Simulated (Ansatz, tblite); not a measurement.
# The cluster Ga₆S₁₀−: a ladder of methods and basis sets

How do method and basis change the picture of the cluster Ga₆S₁₀− (doublet)?

Program: Ansatz 0.2.0, Gaussian basis. Level of theory: level and basis change from run to run. These are calculated values, not measurements.

Plan: GFN1-xTB, GFN2-xTB, PBE-D4/def2-TZVP, r2SCAN-D4/def2-TZVP, revPBE-D4/def2-TZVP, PBE-D4/def2-SVP, PBE0-D4/def2-SVP, MP2/def2-SVP, RPA/def2-SVP.

**1. The structure**

The geometry is that of the doublet, from an earlier relaxation (PBE-D4/def2-SVP). At that level it is the lowest of the isomers that a small search found.

16 atoms, charge -1, spin multiplicity 2.

Bond lengths: Ga1–S8 2.424 Å, Ga1–S14 2.448 Å, Ga1–S15 2.271 Å, Ga1–S16 2.230 Å, Ga2–S8 2.230 Å, Ga2–S10 2.211 Å, Ga2–S12 2.239 Å, Ga3–S8 2.540 Å, Ga3–S11 2.445 Å, Ga3–S16 2.375 Å, Ga4–S9 2.244 Å, Ga4–S12 2.264 Å, Ga4–S15 2.248 Å, Ga5–S7 2.315 Å, Ga5–S10 2.589 Å, Ga5–S11 2.463 Å, Ga5–S13 2.115 Å, Ga6–S7 2.232 Å and more. Angles: S8–Ga1–S14 103.2°, S8–Ga1–S15 122.1°, S8–Ga1–S16 92.6°, S14–Ga1–S15 97.5°, S14–Ga1–S16 102.4°, S15–Ga1–S16 134.4°, S8–Ga2–S10 129.6°, S8–Ga2–S12 112.8°, S10–Ga2–S12 115.6°, S8–Ga3–S11 100.7°, S8–Ga3–S16 86.4°, S11–Ga3–S16 99.9°, S9–Ga4–S12 116.3°, S9–Ga4–S15 128.7°, S12–Ga4–S15 114.8°, S7–Ga5–S10 85.8°, S7–Ga5–S11 97.8°, S7–Ga5–S13 141.7° and more.

The ion is computed in the gas phase, without counter-ions or solvent.

PBE0-D4/def2-TZVP was run before; its log isn't repeated, and its numbers join the tables.

**2. GFN1-xTB**

Tight binding, by tblite at 300 K electronic temperature and without a spin-polarisation term:

```python
tblite.interface.Calculator('GFN1-xTB', numbers, positions, charge=-1, uhf=1).singlepoint()
```

Energy -1247.3465 eV; 0.11 s.

**3. GFN2-xTB**

Tight binding, by tblite at 300 K electronic temperature and without a spin-polarisation term:

```python
tblite.interface.Calculator('GFN2-xTB', numbers, positions, charge=-1, uhf=1).singlepoint()
```

Energy -1103.5141 eV; 0.22 s.

**4. PBE-D4/def2-TZVP**

start.molden holds the orbitals of an earlier run on this state, given as this run's starting guess.

Contents of in.yaml:

```yaml
crystal:
  periodic: [false, false, false]
  atoms:
    - {symbol: Ga, position_ang: [-1.368677, 2.024291, 0.142198]}
    - {symbol: Ga, position_ang: [0.942923, 0.492420, -1.787730]}
    - {symbol: Ga, position_ang: [-2.991658, -0.210702, -1.095562]}
    - {symbol: Ga, position_ang: [1.762559, 2.244238, 0.568422]}
    - {symbol: Ga, position_ang: [-0.038387, -3.094165, -0.038090]}
    - {symbol: Ga, position_ang: [1.629521, -0.846404, 1.179605]}
    - {symbol: S, position_ang: [1.286227, -2.946505, 1.854466]}
    - {symbol: S, position_ang: [-1.145259, 1.197263, -2.125395]}
    - {symbol: S, position_ang: [2.863216, 0.886920, 1.976886]}
    - {symbol: S, position_ang: [1.673777, -1.487202, -1.129439]}
    - {symbol: S, position_ang: [-1.733997, -1.429641, 0.610944]}
    - {symbol: S, position_ang: [2.406277, 2.176554, -1.600744]}
    - {symbol: S, position_ang: [-1.137558, -4.485528, -1.191463]}
    - {symbol: S, position_ang: [-0.593114, 0.143250, 1.503257]}
    - {symbol: S, position_ang: [0.023420, 3.603236, 0.995432]}
    - {symbol: S, position_ang: [-3.579271, 1.731966, 0.137232]}
basis:
  gaussian: {orbitals: def2-TZVP, fitting: {mean_field: def2-universal-jkfit}, initial_orbitals: start.molden}
total_charge: -1
magnetization: {spin_polarized: true, initial_magnetization: 1}
hamiltonian: {xc: pbe, dispersion: d4}
scf: {omitted_lower_state_checks: [starts]}
output: {forces: true, orbitals: {seedname: orbitals}}
```

Command:

```console
> ansatz run in.yaml --threads 2 --pin off --events-out ev --progress --plain --max-ram 20480MiB --backend cuda --devices 0, --max-vram 18GiB
```

After this run come: r2SCAN-D4/def2-TZVP; revPBE-D4/def2-TZVP; PBE-D4/def2-SVP; PBE0-D4/def2-SVP; MP2/def2-SVP; RPA/def2-SVP.

Q: Predict the results of all the runs planned. Wanted: gap in def2-TZVP, functionals, smallest and largest; correlation energy, MP2/def2-SVP; ⟨S²⟩ in def2-TZVP, smallest and largest; PBE0 total energy, smallest basis above largest.

**Answer**, as computed:

| quantity | value |
| --- | --- |
| gap in def2-TZVP, functionals, smallest and largest | 0.30 eV (PBE-D4), 1.55 eV (PBE0-D4) |
| correlation energy, MP2/def2-SVP | -68.64 eV |
| ⟨S²⟩ in def2-TZVP, smallest and largest | 0.754, 0.756 |
| PBE0 total energy, smallest basis above largest | 77.18 eV (def2-SVP, def2-TZVP) |

**Reading.** Over the functionals in def2-TZVP the gap runs from 0.30 eV (PBE-D4) to 1.55 eV (PBE0-D4); exact exchange widens it. In def2-TZVP spin contamination reaches 0.01 (r2SCAN-D4), which is small.
